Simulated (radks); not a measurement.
**Li⁻ held by a Watson sphere**

The task here is to estimate one member of a computed series from the others.

Program: radks (a radial shooting solver on a logarithmic mesh, Libxc functionals) version 1. Level of theory: non-relativistic Kohn-Sham, LDA (Slater exchange, Perdew-Wang correlation), spin-polarised, spherical densities, point nucleus. These are calculated values, not measurements, unless marked.

## Starting point

```
element       : lithium (Z = 3)
charge        : -1
electrons     : 4
configuration : [He] 2s2
```

Outer shells as boxes (Hund's rule):

Li⁻
```
[He] core
2s [↑↓]
```

The first run:

Settings of this run:

```text
Z 3
configuration [He] 2s2
relativity non-relativistic
functional lda,pw
spin polarised
nucleus point
watson charge 1 radius 2.68 bohr
response adiabatic LDA kernel
```

Among the steps run: R = 2.68 bohr; R = 2.76 bohr; R = 2.88 bohr; R = 3.02 bohr; R = 3.44 bohr; R = 3.55 bohr; R = 3.59 bohr; R = 3.87 bohr.

One of the session's tables, all rows but one given; the rest of the session is left out.

```
R (bohr)  highest level (eV)  its <r> (bohr)  sum of <r²> (bohr²)  α (bohr³)
    2.68              -4.265           3.463                29.09      106.6
    2.76              -4.224           3.493                29.56      109.5
    2.88                   ?               ?                    ?          ?
    3.02              -4.090           3.590                31.13      119.6
    3.44              -3.873           3.747                33.79      138.2
    3.55              -3.816           3.787                34.50      143.5
    3.59              -3.796           3.802                34.76      145.4
    3.87              -3.656           3.903                36.59      159.8
```

Q: Estimate the row for R (bohr) = 2.88 from the others.

Worked estimate for «highest level (eV)». A straight line through the neighbours (2.76, -4.224) and (3.02, -4.090) gives -4.224 + (-4.090 + 4.224) × (2.88 − 2.76) / (3.02 − 2.76) = -4.162; a parabola fitted to 4 rows on both sides gives -4.162.

The run gave: highest level (eV): -4.162; its <r> (bohr): 3.538; sum of <r²> (bohr²): 30.27; α (bohr³): 114.0. In «highest level (eV)» the line misses by 0.000 and the parabola by 0.000.

What this shows: From R = 2.68 to 3.87 bohr the top level moves from -4.265 to -3.656 eV and its mean radius from 3.46 to 3.90 bohr. A wider sphere makes a shallower well, so the ion swells. The polarisability goes from 107 to 160 bohr³. Response by self-consistent Sternheimer equations with the Hartree and adiabatic LDA kernel.
